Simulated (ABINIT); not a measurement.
# BiS (R-3m) in ABINIT: optical spectrum with LDA

Aim: the optical spectrum of BiS with LDA.

Everything below comes from runs of ABINIT 10.8.3 (patched build). Logs are shortened: lines on timing, memory, paths and dates and some standing lists are left out, and cuts for length are marked. The log counts tension as positive stress, the text compression.

**1. The structure**

Symmetry: R-3m, No. 166, trigonal system. Conventional cell: a = 4.219 Å, b = 4.219 Å, c = 10.501 Å, α = 90.00°, β = 90.00°, γ = 120.00°. Bi (site symmetry -3m) has 6 S at 3.00 Å as nearest neighbours. S (site symmetry -3m) has 6 Bi at 3.00 Å as nearest neighbours.

The cell was built by a generator and needn't be a form met in nature.

**2. Optical spectrum, LDA**

The input, run.abi:

```
ndtset 3

pp_dirpath "./"
pseudos "Bi.upf, S.upf"

acell 3*1.0
rprim
     3.9859442670     2.3012859868     6.6149626399
    -3.9859442670     2.3012859868     6.6149626399
     0.0000000000    -4.6025719926     6.6149626399
ntypat 2
znucl 83 16
natom 2
typat 1 2
xred
            0.0            0.0            0.0
            1/2            1/2            1/2

ecut 816.341587 eV

ngkpt 8 8 8
nshiftk 1
shiftk 0.0 0.0 0.0
istwfk *1

ixc 7

occopt 3
tsmear 0.05 eV

nstep 80

iomode 3
prteig 0
prtebands 0

nband1 15
tolvrs1 1.0e-12
prtden1 1
prtwf1 0
kptopt1 1

iscf2 -3
getden2 1
nband2 22
nbdbuf2 4
tolwfr2 1.0e-12
nstep2 120
prtden2 0
kptopt2 1

optdriver3 8
wfk_task3 "wfk_optics_fullbz"
getwfk3 2
nband3 18
kptopt3 1
prtevk3 1
inclvkb3 2
```

The input, optic.abi:

```
&FILES
 ddkfile_1 = 'runo_DS3_1_EVK.nc',
 ddkfile_2 = 'runo_DS3_2_EVK.nc',
 ddkfile_3 = 'runo_DS3_3_EVK.nc',
 wfkfile = 'runo_DS3_WFK.nc'
/
&PARAMETERS
 broadening = 0.007350,
 domega = 0.002,
 maxomega = 0.8,
 scissor = 0.000000,
 tolerance = 0.002
/
&COMPUTATIONS
 num_lin_comp = 2,
 lin_comp = 11,33,
 num_nonlin_comp = 0
/
```

Potentials or basis: PseudoDojo NC SR LDA v0.4.1 standard.

Started as:

```bash
> abinit run.abi > log 2>&1
> optic optic.abi > optic.log 2>&1
```

run.abo:

```text
.Version 10.8.3 of ABINIT
 DATASET    1 : space group R-3 m (#166); Bravais hR (rhombohedral)
================================================================================
 Values of the parameters that define the memory need for DATASET  1.
     intxc =       0    ionmov =       0      iscf =       7    lmnmax =       6
     lnmax =       6     mgfft =      40  mpssoang =       3    mqgrid =    3001
     natom =       2  nloc_mem =       1    nspden =       1   nspinor =       1
    nsppol =       1      nsym =      12    n1xccc =    2501    ntypat =       2
    occopt =       3   xclevel =       1
       mpw =        2884          nfft =       64000          nkpt =          65
================================================================================
================================================================================
[... 13 lines left out ...]
 DATASET    3 : space group R-3 m (#166); Bravais hR (rhombohedral)
================================================================================
 Values of the parameters that define the memory need for DATASET  3.
     intxc =       0    ionmov =       0      iscf =       7    lmnmax =       6
     lnmax =       6     mgfft =      40  mpssoang =       3    mqgrid =    3001
     natom =       2  nloc_mem =       1    nspden =       1   nspinor =       1
    nsppol =       1      nsym =      12    n1xccc =    2501    ntypat =       2
    occopt =       3   xclevel =       1
       mpw =        2884          nfft =       64000          nkpt =          65
================================================================================
================================================================================

--------------------------------------------------------------------------------
------------- Echo of variables that govern the present computation ------------
--------------------------------------------------------------------------------
 -outvars: echo values of preprocessed input variables --------
            acell      1.0000000000E+00  1.0000000000E+00  1.0000000000E+00 Bohr
              amu      2.08980370E+02  3.20660000E+01
             ecut      3.00000000E+01 Hartree
           getden1          0
           getden2          1
           getden3          0
           getwfk1          0
           getwfk2          0
           getwfk3          2
             iscf1          7
             iscf2         -3
             iscf3          7
                       outvar_i_n : Printing only first  50 k-points.
              ixc           7
           jdtset        1    2    3
                       outvar_i_n : Printing only first  50 k-points.
         kptrlatt        8    0    0      0    8    0      0    0    8
          kptrlen      6.37751082E+01
            natom           2
            nband1         15
            nband2         22
            nband3         18
           nbdbuf1          0
           nbdbuf2          4
           nbdbuf3          0
           ndtset           3
[... 312 lines left out ...]
   0.07772    0.07772    0.28844    0.28844    0.28939    0.38698    0.39452    0.39452
   0.44932    0.47016    0.47016    0.47695    0.87332    0.88695
      occupation numbers for kpt#   1
   2.00000    2.00000    2.00000    2.00000    2.00000    2.00000    2.00000    2.00000
   2.00000    2.00000    0.00000    0.00000    0.00000    0.00000    0.00000    0.00000
   0.00000    0.00000    0.00000    0.00000    0.00000    0.00000
 prteigrs : prtvol=0 or 1, do not print more k-points.

--- !EnergyTerms
iteration_state     : {dtset: 2, }
comment             : Components of total free energy in Hartree
kinetic             :  4.28446383581888E+01
hartree             :  1.83313987631407E+01
xc                  : -2.45088054239537E+01
Ewald energy        : -6.14395103151688E+01
psp_core            :  2.96219952962388E+00
local_psp           : -5.75434754125669E+01
non_local_psp       : -1.36308179297767E+01
internal            : -9.29843724305127E+01
'-kT*entropy'       : -4.94545358605872E-04
total_energy        : -9.29848669758713E+01
...

--- !EnergyTermsDC
iteration_state     : {dtset: 2, }
comment             : '"Double-counting" decomposition of free energy'
band_energy         : -7.15031197097368E+00
Ewald energy        : -6.14395103151688E+01
psp_core            :  2.96219952962388E+00
xc_dc               : -2.73567493566078E+01
internal            : -9.29843721131264E+01
'-kT*entropy'       : -4.94545358605872E-04
total_energy_dc     : -9.29848666584850E+01
...

================================================================================
== DATASET  3 ==================================================================

--- !DatasetInfo
iteration_state: {dtset: 3, }
dimensions: {natom: 2, nkpt: 65, mband: 18, nsppol: 1, nspinor: 1, nspden: 1, mpw: 2884, }
cutoff_energies: {ecut:  30.0, pawecutdg:  -1.0, }
electrons: {nelect:   2.10000000E+01, charge:   0.00000000E+00, occopt:   3.00000000E+00, tsmear:   1.83746611E-03, }
meta: {optdriver: 8, wfk_task: 7, }
...

 mkfilename : getwfk/=0, take file _WFK from output of DATASET   2.

 Exchange-correlation functional for the present dataset will be:
  LDA: Perdew-Wang 92 LSD fit to Ceperley-Alder data - ixc=7
  J.P.Perdew and Y.Wang, PRB 45, 13244 (1992)

--------------------------------------------------------------------------------

 Computation of velocity matrix elements (DDK)

 Parameters extracted from the Abinit header:
    ecut:     30.0
    nkpt:    512
    mband:   22
    nsppol:  1
    nspinor: 1
    useylm:  0
    inclvkb: 2
    bmin: 1, bmax: 22
    Computing diagonal and off-diagonal matrix elements
    Between band index bmin: 1, bmax: 22

== END DATASET(S) ==============================================================
================================================================================

 -outvars: echo values of variables after computation  --------
            acell      1.0000000000E+00  1.0000000000E+00  1.0000000000E+00 Bohr
           etotal1    -9.2984866659E+01
           etotal2    -9.2984866659E+01
           etotal3     0.0000000000E+00
            fcart1    -0.0000000000E+00 -0.0000000000E+00 -0.0000000000E+00
                      -0.0000000000E+00 -0.0000000000E+00 -0.0000000000E+00
            fcart3     0.0000000000E+00  0.0000000000E+00  0.0000000000E+00
                       0.0000000000E+00  0.0000000000E+00  0.0000000000E+00
            rprim      3.9859442670E+00  2.3012859868E+00  6.6149626399E+00
                      -3.9859442670E+00  2.3012859868E+00  6.6149626399E+00
                       0.0000000000E+00 -4.6025719926E+00  6.6149626399E+00
           strten1     2.0018826314E-04  2.0018828049E-04  1.8522933262E-04
                       7.9816900847E-12  0.0000000000E+00  0.0000000000E+00
           strten3     0.0000000000E+00  0.0000000000E+00  0.0000000000E+00
                       0.0000000000E+00  0.0000000000E+00  0.0000000000E+00
           xangst      0.0000000000E+00  0.0000000000E+00  0.0000000000E+00
                       0.0000000000E+00 -5.0271833109E-09  5.2507312165E+00
             xred      0.0000000000E+00  0.0000000000E+00  0.0000000000E+00
                       5.0000000000E-01  5.0000000000E-01  5.0000000000E-01
 Calculation completed.
```

Run time: 4.7 min. Hardware: 1 thread of Intel Xeon Platinum 8259CL at 2.50GHz (Skylake/Cascade Lake), shared host; peak memory 0.59 GiB.

What came out:

```
Free energy            : -2530.2471 eV
Pressure               : -5.7 GPa
Band gap on the k mesh : none (metal or under the smearing width)
```

Stress tensor (GPa, compression positive):
```
-5.89  0.00  0.00
 0.00 -5.89  0.00
 0.00  0.00 -5.45
```

Dielectric function (mean over the directions given):
```tsv
energy (eV)	real part	imaginary part
0.33	59.52	25.08
1.31	-4.11	21.05
2.29	0.49	21.87
3.37	-3.71	9.79
4.35	-2.97	3.35
5.44	-0.45	2.77
6.42	0.83	2.42
7.51	1.52	3.58
8.49	-0.50	3.28
9.58	-0.72	2.11
10.56	-0.29	1.79
11.65	-0.13	1.64
12.63	-0.30	1.26
13.71	-0.40	1.00
14.69	-0.29	0.66
15.78	-0.05	0.43
16.76	0.01	0.38
17.85	0.14	0.26
18.83	0.28	0.12
19.92	0.45	0.06
```

Caveat: the intraband (Drude) term is left out; spectra need much finer meshes, so this one isn't converged; independent-particle spectra lack excitons; spin-orbit coupling is left out, which moves the levels of the heavy elements.
